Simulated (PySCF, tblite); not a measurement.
**C4H9FSeSi2: geometry, infrared bands and NMR shifts**

Aim: predict the infrared bands and NMR shifts of C4H9FSeSi2 (`C[Se]C1=C(C)[Si@@H](F)[SiH2]1`).

Programs: tblite 0.8.0 and PySCF 2.14.0, with density-fitted response routines of our own. Each step states its level of theory. These are calculated values for one molecule in the gas phase, unless marked as measured. Atoms count from 0, in the outputs and in this text.

## 1. The starting structure

17 atoms, charge 0, multiplicity 1; geometry from: force field or distance geometry start.

Bonds of the start (Å): C0–Se1 1.95, Se1–C2 1.91, C2–C3 1.42, C3–C4 1.47, C3–Si5 1.88, Si5–F6 1.68, Si5–Si7 2.02, Si7–C2 1.86, C0–H8 1.11, C0–H9 1.11, C0–H10 1.10, C4–H11 1.11, C4–H12 1.10, C4–H13 1.11, Si5–H14 1.48, Si7–H15 1.48, Si7–H16 1.47.

## 2. Geometry optimisation with GFN2-xTB

Job settings and geometry (Å):

```
{"job": {"kind": "relax", "xc": "GFN2-xTB", "basis": "xTB"}, "charge": 0, "multiplicity": 1}
C      2.497100    -1.022100    -0.465900
Se     2.222900     0.289600     0.945300
C      0.330500     0.097200     0.831700
C     -0.614200     0.789100     0.032500
C     -0.440900     1.873000    -0.951800
Si    -2.171000    -0.094700     0.590800
F     -2.795500    -1.063800    -0.634700
Si    -0.817100    -1.059900     1.737100
H      2.053000    -1.996200    -0.164900
H      1.998800    -0.663100    -1.392400
H      3.571900    -1.152000    -0.648100
H     -1.427700     2.151200    -1.387300
H      0.224600     1.530000    -1.763500
H      0.013100     2.760400    -0.467900
H     -3.124600     0.777700     1.305000
H     -0.920200    -0.743900     3.177000
H     -0.607700    -2.460700     1.339800
```

Started as:

```bash
$ OMP_NUM_THREADS=1 python probes_run.py task.json out
```

This one command runs all jobs of the session in turn.

**Question.** This job is followed by: GFN2-xTB harmonic vibrations, gas phase; GIAO PBE0/pcSseg-1 NMR shielding, non-relativistic, gas phase. Predict these results of the whole session: strongest single infrared mode (GFN2-xTB); zero-point energy (GFN2-xTB); ¹³C shifts against TMS (PBE0/pcSseg-1); ¹H shifts against TMS (PBE0/pcSseg-1, means over atoms taken as alike); ⁷⁷Se shifts against Me2Se (PBE0/pcSseg-1); ²⁹Si shifts against TMS (PBE0/pcSseg-1); ¹⁹F shifts against CFCl3 (PBE0/pcSseg-1).

The runs gave:

| quantity | value |
| --- | --- |
| strongest single infrared mode (GFN2-xTB) | 2278 cm⁻¹, 430 km/mol |
| zero-point energy (GFN2-xTB) | 70.1 kcal/mol |
| ¹³C shifts against TMS (PBE0/pcSseg-1) | 181.5, 177.8, 24.5, 15.1 ppm |
| ¹H shifts against TMS (PBE0/pcSseg-1, means over atoms taken as alike) | 5.87, 5.03, 4.93, 2.36, 2.18 ppm |
| ⁷⁷Se shifts against Me2Se (PBE0/pcSseg-1) | 284 ppm |
| ²⁹Si shifts against TMS (PBE0/pcSseg-1) | 1.8, -49.9 ppm |
| ¹⁹F shifts against CFCl3 (PBE0/pcSseg-1) | -199.1 ppm |

What this shows: Relaxing lowered the energy by 1.931 eV in 142 steps; the close pair that moved most is Si5–Si7, from 2.020 to 2.318 Å. All 45 modes are real, so the xTB geometry is a minimum. The strongest single mode, at 2278 cm⁻¹, moves mainly H14. GFN2-xTB is a fitted tight-binding method: band positions and strengths are rough. Its intensities can rank the bands wrongly. At PBE0/pcSseg-1: Shielding is most anisotropic at Se1 (span 1032 ppm, paramagnetic term -1525 ppm). Spin-orbit coupling is left out, which matters for shieldings and couplings at and beside the heavy atoms.
